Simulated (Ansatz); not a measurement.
# LaCuSeO, space group P4/nmm: a run that restarts from a saved state

Program: the Python package of Ansatz (0.2.0).

Typed at the interpreter:
```pycon
>>> from dataclasses import dataclass
>>> import warnings
>>> import ansatz as az
>>> from ase import Atoms
>>> @dataclass(frozen=True)
... class Options:
...     functional: str = "PBEsol"
...     occupations: str = "Fixed"
...
>>> cfg = Options()
>>> warnings.simplefilter("ignore", az.DeckWarning)
>>> atoms = Atoms(
...     ["La", "La", "Cu", "Cu", "Se", "Se", "O", "O"],
...     scaled_positions=[
...         (0.5, 0.0, 0.1398),
...         (0.0, 0.5, 0.8602),
...         (0.5, 0.5, 0.5),
...         (0.0, 0.0, 0.5),
...         (0.5, 0.0, 0.6698),
...         (0.0, 0.5, 0.3302),
...         (0.5, 0.5, 0.0),
...         (0.0, 0.0, 0.0),
...     ],
...     cell=[
...         (4.06712, 0.0, 0.0),
...         (0.0, 4.06712, 0.0),
...         (0.0, 0.0, 8.7975),
...     ],
...     pbc=True,
... )
>>> crystal = az.Crystal.from_ase(atoms)
>>> calc = (
...     crystal.calculation()
...     .functional(cfg.functional)
...     .occupations(cfg.occupations)
... )
>>> coarse = calc.kpoints(*(3, 3, 2)).checkpoint(write="ground.run").run(threads=1, backend="cpu").report

>>> warm = calc.kpoints(*(6, 6, 3)).checkpoint(read="ground.run").run(threads=1, backend="cpu").report
>>> cold = calc.kpoints(*(6, 6, 3)).run(threads=1, backend="cpu").report
>>> for label, summary in (("coarse", coarse), ("fine, from the saved density", warm), ("fine, fresh start", cold)):
...     print(f"{label:30s} F = {summary['free_energy_ev']:.5f} eV  iterations {summary['n_iterations']}")
...
coarse                         F = -37481.22084 eV  iterations 9
fine, from the saved density   F = -37481.36324 eV  iterations 8
fine, fresh start              F = -37481.36324 eV  iterations 9
```

Notes:
- Total energies depend on the potentials; only differences at equal settings carry meaning. A total without «per atom» is that of the cell as typed.
- No spin polarisation was allowed.
- Without a Hubbard U or exact exchange, semilocal functionals often make such 3d compounds metallic or too weakly gapped.
- The starting cell is as deposited in a crystallographic database; the results hold for this polymorph, which needn't be the stable one.
- Finished in 31 s on 1 thread of Arm Neoverse V1 (shared host), peak memory 0.58 GiB.

(Lines on the test bed's own set-up are left out of the output.)
